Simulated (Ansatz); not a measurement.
# Ni: the cost of one run

Method: DFT PBE, PAW, plane waves, scalar-relativistic, in Ansatz 0.2.0.

## (1) The structure to begin with

The structure is cubic, space group Fm-3m (No. 225). The conventional cell has a = 3.540 Å, b = 3.540 Å, c = 3.540 Å, α = 90.00°, β = 90.00°, γ = 90.00°. Ni (site symmetry m-3m) has 12 Ni at 2.50 Å as nearest neighbours.

As a file:

```
Ni
1.0
    -1.76987   -1.76987   -3.53974
     1.76987   -1.76987    0.00000
    -1.76987   -1.76987    0.00000
Ni
2
Direct
  0.00000 0.00000 0.00000
  0.50000 0.50000 0.00000
```

Atoms are counted from 1 in the order of input.yaml (Ni2 and so on).

First come: parallel moments, plain SCF; opposed moments +-, plain SCF; no spin polarisation; spin on, no moments given (the program may seed its own), plain SCF. Further starts follow from what these give.

A plain SCF has the search for lower states switched off and ends at the first converged state. 

Moments by site are taken inside atomic spheres; the rest lies between them.

## (2) Parallel moments, plain SCF

Contents of input.yaml:

```yaml
crystal:
  lattice:
    - [-1.76987, -1.76987, -3.53974]
    - [1.76987, -1.76987, 0.0]
    - [-1.76987, -1.76987, 0.0]
  atoms:
    - { symbol: Ni, position: [0.0, 0.0, 0.0], spin: 2.0 }
    - { symbol: Ni, position: [0.5, 0.5, 0.0], spin: 2.0 }
magnetization:
  spin_polarized: true
hamiltonian:
  xc: pbe
  pseudopotentials: { kind: paw }
basis:
  ecutwfc: 420
kpoints:
  mp_grid: { grid: [8, 10, 13] }
scf:
  occupations: { method: fermi_dirac, width: 0.05 }
  lower_state_search: "off"
output:
  forces: true
  stress: true
```

Q: Estimate wall time and peak memory on 2 threads of an x86-64 CPU, shared host.

About 8.9 s, with a peak of 0.6 GiB.
